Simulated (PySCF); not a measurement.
# C4H10O2Sn (SnHMe2(OAc)): the cost of one run

Programs: PySCF 2.14.0, with density-fitted response routines of our own. Each step states its level of theory. These are calculated values for one molecule in the gas phase, unless marked as measured. Atoms count from 0, in the outputs and in this text.

**1. Starting geometry**

17 atoms, charge 0, multiplicity 1; geometry from: GFN2-xTB. The atoms were then displaced at random by about 0.03 Å, so the start is not that level's minimum.

Bonds of the start (Å): Sn0–H1 1.69, Sn0–C2 2.08, Sn0–C6 2.26, Sn0–O10 2.11, C2–H3 1.06, C2–H4 1.11, C2–H5 1.14, C6–H7 1.06, C6–H8 1.03, C6–H9 1.07, O10–C11 1.25, C11–C12 1.55, C11–O13 1.25, C12–H14 1.05, C12–H15 1.14, C12–H16 1.05.

**2. Relaxing the molecule at PBE0-D3(BJ)/def2-SVP**

What the job is given:

```
{"job": {"xc": "PBE0", "basis": "def2-SVP", "d3": "d3bj", "grid": 1, "maxiter": 40, "shake": 0.03, "kind": "geom"}, "charge": 0, "multiplicity": 1}
Sn     0.865770     0.718350     0.615380
H      0.786500     0.625640     2.299950
C      2.694920     0.477550    -0.347050
H      2.724290     0.482170    -1.409260
H      3.160550    -0.487760    -0.039810
H      3.427210     1.295070    -0.057230
C     -0.430290     2.335780    -0.278420
H     -1.391720     2.326390     0.169690
H     -0.554950     2.139780    -1.281790
H     -0.018870     3.311580    -0.111580
O     -0.038940    -1.065790    -0.041530
C     -1.212320    -1.187510     0.362250
C     -1.996540    -2.419660    -0.150950
O     -1.827790    -0.346910     1.054300
H     -2.858610    -2.618830     0.415010
H     -1.253140    -3.256760     0.055850
H     -2.104600    -2.329680    -1.194560
```

The run is started by

```console
$ OMP_NUM_THREADS=1 python probes_run.py task.json out
```

The driver reads the jobs from task.json and runs them one after another.

**Question.** How long does this first job take on 1 thread of Intel Xeon at 2.50GHz, shared host, and how much memory does it need?

About 5.1 min, with a peak of 0.63 GiB.
